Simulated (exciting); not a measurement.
# PtS2 (P-3m1) in exciting: reference runs

Reference runs on PtS2: the cell as given.

All numbers are computed with exciting (release sodium); they aren't measurements. Logs are shortened: lines on timing, memory, paths and dates and some standing lists are left out, and cuts for length are marked.

**1. Starting point**

The structure is trigonal, space group P-3m1 (No. 164). The conventional cell has a = 3.543 Å, b = 3.543 Å, c = 5.039 Å, α = 90.00°, β = 90.00°, γ = 120.00°. Around Pt (site symmetry -3m) lie 6 S at 2.34 Å. S (site symmetry 3m) is surrounded by 3 Pt at 2.34 Å.

**2. Single point, PBE**

File input.xml:

```xml
<input>
  <title>PtS2</title>
  <structure speciespath="./" tshift="false">
    <crystal scale="1">
      <basevect>6.695677604774 0.000000000000 0.000000000000</basevect>
      <basevect>-3.347838802387 5.798626901306 0.000000000000</basevect>
      <basevect>0.000000000000 0.000000000000 9.521951996764</basevect>
    </crystal>
    <species speciesfile="Pt.xml" rmt="2.3">
      <atom coord="0.000000000000 0.000000000000 0.000000000000"/>
    </species>
    <species speciesfile="S.xml" rmt="1.9">
      <atom coord="0.666666666700 0.333333333300 0.773000000000"/>
      <atom coord="0.333333333300 0.666666666700 0.227000000000"/>
    </species>
  </structure>
  <groundstate do="fromscratch" ngridk="9 9 5" rgkmax="7.5" gmaxvr="14" lmaxapw="10" lmaxmat="10" lmaxvr="8" xctype="GGA_PBE" stype="Fermi Dirac" swidth="0.00183747" nempty="16" ValenceRelativity="iora*" epsengy="1e-05" epspot="1e-05" maxscl="60" tforce="true" outputlevel="normal"/>
</input>
```

Potentials or basis: all-electron LAPW+lo, shipped species files, valence relativity iora*.

Launch:

```
$ OMP_NUM_THREADS=1 exciting_smp
```

INFO.OUT:

```text
================================================================================
EXCITING SODIUM started
All units are atomic (Hartree, Bohr, etc.)
================================================================================

********************************************************************************
* Ground-state run starting from atomic densities                              *
********************************************************************************

++++++++++++++++++++++++++++++++++++++++++++++++++++++++++++++++++++++++++++++++
+ Starting initialization                                                      +
++++++++++++++++++++++++++++++++++++++++++++++++++++++++++++++++++++++++++++++++

 Lattice vectors (cartesian) :
      6.6956776048      0.0000000000      0.0000000000
     -3.3478388024      5.7986269013      0.0000000000
      0.0000000000      0.0000000000      9.5219519968

 Reciprocal lattice vectors (cartesian) :
      0.9383942415      0.5417821679     -0.0000000000
      0.0000000000      1.0835643359      0.0000000000
      0.0000000000     -0.0000000000      0.6598631572

 Unit cell volume                           :     369.6967971116
 Brillouin zone volume                      :       0.6709558086

 Species :    1 (Pt)
     parameters loaded from                 :    Pt.xml
     name                                   :    platinum
     nuclear charge                         :     -78.00000000
     electronic charge                      :      78.00000000
     atomic mass                            :  355605.43990000
     muffin-tin radius                      :       2.30000000
     # of radial points in muffin-tin       :     450

     atomic positions (lattice) :
       1 :   0.00000000  0.00000000  0.00000000

 Species :    2 (S)
     parameters loaded from                 :    S.xml
     name                                   :    sulphur
     nuclear charge                         :     -16.00000000
     electronic charge                      :      16.00000000
     atomic mass                            :   58452.74216000
     muffin-tin radius                      :       1.90000000
     # of radial points in muffin-tin       :     300

     atomic positions (lattice) :
       1 :   0.66666667  0.33333333  0.77300000
       2 :   0.33333333  0.66666667  0.22700000

 Total number of atoms per unit cell        :       3

 Spin treatment                             :    spin-unpolarised

 Number of Bravais lattice symmetries       :      24
 Number of crystal symmetries               :      12

 k-point grid                               :       9    9    5
 Total number of k-points                   :      50
 k-point set is reduced with crystal symmetries

 R^MT_min * |G+k|_max (rgkmax)              :       7.50000000
 Species with R^MT_min                      :       2 (S)
 Maximum |G+k| for APW functions            :       3.94736842
 Maximum |G| for potential and density      :      14.00000000

[... 31 lines left out ...]
+ Ending initialization                                                        +
++++++++++++++++++++++++++++++++++++++++++++++++++++++++++++++++++++++++++++++++

********************************************************************************
* Groundstate module started                                                   *
********************************************************************************
 Output level for this task is set to normal

++++++++++++++++++++++++++++++++++++++++++++++++++++++++++++++++++++++++++++++++
+ Self-consistent loop started                                                 +
++++++++++++++++++++++++++++++++++++++++++++++++++++++++++++++++++++++++++++++++
 Density and potential initialised from atomic data

++++++++++++++++++++++++++++++++++++++++++++++++++++++++++++++++++++++++++++++++
+ SCF iteration number :    1                                                  +
++++++++++++++++++++++++++++++++++++++++++++++++++++++++++++++++++++++++++++++++
 Total energy                               :    -19205.57107554
 _______________________________________________________________
 Fermi energy                               :         0.30756135
 Kinetic energy                             :     21942.57278200
 Coulomb energy                             :    -40739.98866642
 Exchange energy                            :      -402.07946323
 Correlation energy                         :        -6.07572789

 DOS at Fermi energy (states/Ha/cell)       :         0.00008269

 Electron charges :
     core                                   :        68.00000000
     core leakage                           :         0.00329210
     valence                                :        42.00000000
     interstitial                           :         7.25210633
     charge in muffin-tin spheres :
                  atom     1    Pt          :        75.11367594
                  atom     2     S          :        13.81710886
                  atom     3     S          :        13.81710886
     total charge in muffin-tins            :       102.74789367
     total charge                           :       110.00000000

 Estimated fundamental gap                  :         0.05314910
        valence-band maximum at   41      0.1111  0.1111  0.4000
     conduction-band minimum at   46      0.6667  0.1111  0.4000

++++++++++++++++++++++++++++++++++++++++++++++++++++++++++++++++++++++++++++++++
+ SCF iteration number :    2                                                  +
++++++++++++++++++++++++++++++++++++++++++++++++++++++++++++++++++++++++++++++++
 Total energy                               :    -19252.53210138
 _______________________________________________________________
 Fermi energy                               :         0.28667225
 Kinetic energy                             :     21907.72845231
 Coulomb energy                             :    -40751.49861933
 Exchange energy                            :      -402.67279146
 Correlation energy                         :        -6.08914290
[... 495 lines left out ...]
 RMS change in effective potential (target) :  0.348902E-08  ( 0.100000E-04)
 Absolute change in total energy   (target) :  0.309155E-05  ( 0.100000E-04)
 Charge distance                   (target) :  0.975985E-09  ( 0.100000E-04)
 Abs. change in max-nonIBS-force   (target) :  0.558285E-07  ( 0.500000E-04)

++++++++++++++++++++++++++++++++++++++++++++++++++++++++++++++++++++++++++++++++
| Convergency criteria checked for the last 2 iterations                       +
| Convergence targets achieved. Performing final SCF iteration                 +
++++++++++++++++++++++++++++++++++++++++++++++++++++++++++++++++++++++++++++++++
 Total energy                               :    -19245.14364172
 _______________________________________________________________
 Fermi energy                               :         0.28722561
 Kinetic energy                             :     21911.88587952
 Coulomb energy                             :    -40748.37747650
 Exchange energy                            :      -402.56484027
 Correlation energy                         :        -6.08720446

 DOS at Fermi energy (states/Ha/cell)       :         0.00386888

 Electron charges :
     core                                   :        68.00000000
     core leakage                           :         0.00312684
     valence                                :        42.00000000
     interstitial                           :         6.97054898
     charge in muffin-tin spheres :
                  atom     1    Pt          :        75.89555947
                  atom     2     S          :        13.56694578
                  atom     3     S          :        13.56694578
     total charge in muffin-tins            :       103.02945102
     total charge                           :       110.00000000

++++++++++++++++++++++++++++++++++++++++++++++++++++++++++++++++++++++++++++++++
+ Self-consistent loop stopped                                                 +
++++++++++++++++++++++++++++++++++++++++++++++++++++++++++++++++++++++++++++++++
 STATE.OUT is written

--------------------------------------------------------------------------------
- Writing atomic positions and forces                                          -
--------------------------------------------------------------------------------

 Atomic positions (lattice) :
 atom     1  Pt  :     0.00000000    0.00000000    0.00000000
 atom     2   S  :     0.66666667    0.33333333    0.77300000
 atom     3   S  :     0.33333333    0.66666667    0.22700000

 Total atomic forces including IBS (cartesian) :
 atom     1  Pt  :    -0.00000000    0.00000000    0.00000000
 atom     2   S  :     0.00000000    0.00000000   -0.02488761
 atom     3   S  :    -0.00000000   -0.00000000    0.02488761

 Atomic force components including IBS (cartesian) :
 atom     1  Pt  :    -0.00000000   -0.00000000    0.00000000   HF force
                 :    -0.00000000   -0.00000000   -0.00000000   core correction
                 :     0.00000000   -0.00000000   -0.00000000   IBS correction
 atom     2   S  :     0.00000000    0.00000000   -0.70071400   HF force
                 :     0.00000000    0.00000000    0.66220858   core correction
                 :     0.00000000    0.00000000    0.01361780   IBS correction
 atom     3   S  :    -0.00000000    0.00000000    0.70071400   HF force
                 :    -0.00000000   -0.00000000   -0.66220858   core correction
                 :    -0.00000000    0.00000000   -0.01361780   IBS correction

********************************************************************************
* Groundstate module stopped                                                   *
********************************************************************************

--------------------------------------------------------------------------------
- CAUTION! Warnings have been written in file WARNING.OUT !                    -
--------------------------------------------------------------------------------
================================================================================
| EXCITING SODIUM stopped                                                      =
================================================================================
```

It took 4.7 min on 1 thread of Arm Neoverse V1, shared host; peak memory 0.17 GiB.

Results:

```
Free energy                                       : -523687.0370 eV
Largest force                                     : 1.280 eV/Å
Band gap on the k mesh                            : 1.02 eV, indirect (least direct gap 1.07 eV)
All electrons inside the program's atomic spheres : Pt 75.90; S 13.57 (radii Pt 2.3, S 1.9 bohr)
```

Forces on the atoms (eV/Å):
```
Pt   0.000  0.000  0.000
S    0.000  0.000 -1.280
S    0.000  0.000  1.280
```

Caveat: spin-orbit coupling is left out, which moves the levels of the heavy elements; an odd mesh through Γ misses points on the zone boundary, where band edges often lie; forces of over 1 eV/Å show positions far from the minimum, so gaps and moduli don't describe the material at rest.
